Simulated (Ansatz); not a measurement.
# InSi3H9: ionisation energy by level of theory

Aim: the vertical ionisation energy of InSi3H9, as cation minus neutral at the neutral's geometry, on several levels, and how well −ε(HOMO) stands in for it.

Computed with Ansatz 0.2.0, Gaussian basis. Level: unrestricted cation, the program's frozen cores in correlated methods.

Plan: UKS PBE-D4/def2-TZVPP; UKS r2SCAN-D4/def2-TZVPP; UKS PBE0-D4/def2-TZVPP; UKS B3LYP-D4/def2-TZVPP; UKS wB97X-V/def2-TZVPP; UKS wB97M-V/def2-TZVPP; UKS B2PLYP/def2-TZVPP; UHF-CCSD(T)/def2-TZVPP; UHF-MP2/def2-QZVPP; extrapolation to the limit; then −ε(HOMO) from the neutral's earlier runs with LDA (SPW92), PBE-D4, revPBE-D4, BLYP-D4, r2SCAN-D4, B97M-V, PBE0-D4, B3LYP-D4, r2SCANh-D4, r2SCAN0-D4, HSE06-D4, BHLYP-D4, CAM-B3LYP-D4, LC-ωPBE, ωB97X-V, ωB97M-V.

**1. The geometry**

An earlier PBE0-D4 in a triple-zeta def2 set relaxation fixed the geometry. In takes the def2 core potential; no spin-orbit term is included.

SMILES `[SiH3][In]([SiH3])[SiH3]`, 13 atoms, charge 0, spin multiplicity 1.

Atoms are counted from 1 here; the program's logs count them from 0.

Bond lengths: Si1–In2 2.584 Å, Si1–H5 1.489 Å, Si1–H6 1.492 Å, Si1–H7 1.490 Å, In2–Si3 2.584 Å, In2–Si4 2.584 Å, Si3–H8 1.490 Å, Si3–H9 1.490 Å, Si3–H10 1.492 Å, Si4–H11 1.490 Å, Si4–H12 1.492 Å, Si4–H13 1.489 Å. Angles: In2–Si1–H5 112.6°, In2–Si1–H6 108.6°, In2–Si1–H7 112.5°, H5–Si1–H6 107.5°, H5–Si1–H7 108.0°, H6–Si1–H7 107.4°, Si1–In2–Si3 119.8°, Si1–In2–Si4 120.1°, Si3–In2–Si4 119.9°, In2–Si3–H8 112.6°, In2–Si3–H9 112.5°, In2–Si3–H10 108.6°, H8–Si3–H9 107.9°, H8–Si3–H10 107.5°, H9–Si3–H10 107.5°, In2–Si4–H11 112.5°, In2–Si4–H12 108.6°, In2–Si4–H13 112.6° and more.

**2. Cation, UKS PBE-D4/def2-TZVPP**

File in.yaml:

```yaml
crystal:
  periodic: [false, false, false]
  atoms:
    - {symbol: Si, position_ang: [-0.594581, 2.325609, -0.947683]}
    - {symbol: In, position_ang: [0.041538, -0.017729, -0.064075]}
    - {symbol: Si, position_ang: [2.122302, -0.302775, 1.441376]}
    - {symbol: Si, position_ang: [-1.486419, -2.044156, -0.549074]}
    - {symbol: H, position_ang: [-1.373611, 2.267906, -2.215853]}
    - {symbol: H, position_ang: [-1.447642, 3.003928, 0.071560]}
    - {symbol: H, position_ang: [0.596541, 3.189463, -1.179452]}
    - {symbol: H, position_ang: [2.715026, -1.665861, 1.345013]}
    - {symbol: H, position_ang: [3.192021, 0.685971, 1.130402]}
    - {symbol: H, position_ang: [1.715892, -0.090715, 2.861426]}
    - {symbol: H, position_ang: [-0.736417, -3.330814, -0.574972]}
    - {symbol: H, position_ang: [-2.506237, -2.142383, 0.535832]}
    - {symbol: H, position_ang: [-2.218115, -1.913143, -1.839800]}
basis:
  gaussian: {orbitals: def2-TZVPP}
total_charge: 1
magnetization: {spin_polarized: true, initial_magnetization: 1}
hamiltonian: {xc: pbe, dispersion: d4}
```

The run is started by

```
> ansatz run in.yaml --threads 2 --pin off --events-out ev --progress --plain --max-ram 32768MiB --backend cuda --devices 0, --max-vram 18GiB
```

After this run come: Cation, UKS r2SCAN-D4/def2-TZVPP; Cation, UKS PBE0-D4/def2-TZVPP; Cation, UKS B3LYP-D4/def2-TZVPP; Cation, UKS wB97X-V/def2-TZVPP; Cation, UKS wB97M-V/def2-TZVPP; Cation, UKS B2PLYP (frozen core)/def2-TZVPP; Cation, UHF-CCSD(T)/def2-TZVPP; Cation, UHF-MP2/def2-QZVPP.

**Question.** What will the summary of the whole plan be? Wanted: ionisation energy, CCSD(T)/CBS; nearest functional by difference; nearest −ε(HOMO); −ε(HOMO) of PBE; T1 of the cation.

The runs gave:

| quantity | value |
| --- | --- |
| ionisation energy, CCSD(T)/CBS | 8.89 eV |
| nearest functional by difference | ωB97X-V (-0.06 eV) |
| nearest −ε(HOMO) | ωB97M-V (+0.06 eV) |
| −ε(HOMO) of PBE | 6.10 eV |
| T1 of the cation | 0.017 |

What this shows: Energy differences with functionals land within 0.39 eV of the reference. −ε(HOMO) of PBE misses by 2.8 eV, since self-interaction lifts the level. Among orbital estimates ωB97M-V comes nearest. Hartree-Fock falls 0.82 eV short, as the neutral has more correlation energy than the cation. Correlated methods include outer-core shells of In, which these sets cover unevenly. With outer-core shells in play the reference is unsure by up to some tenths of an eV, so close misses can't be ranked.
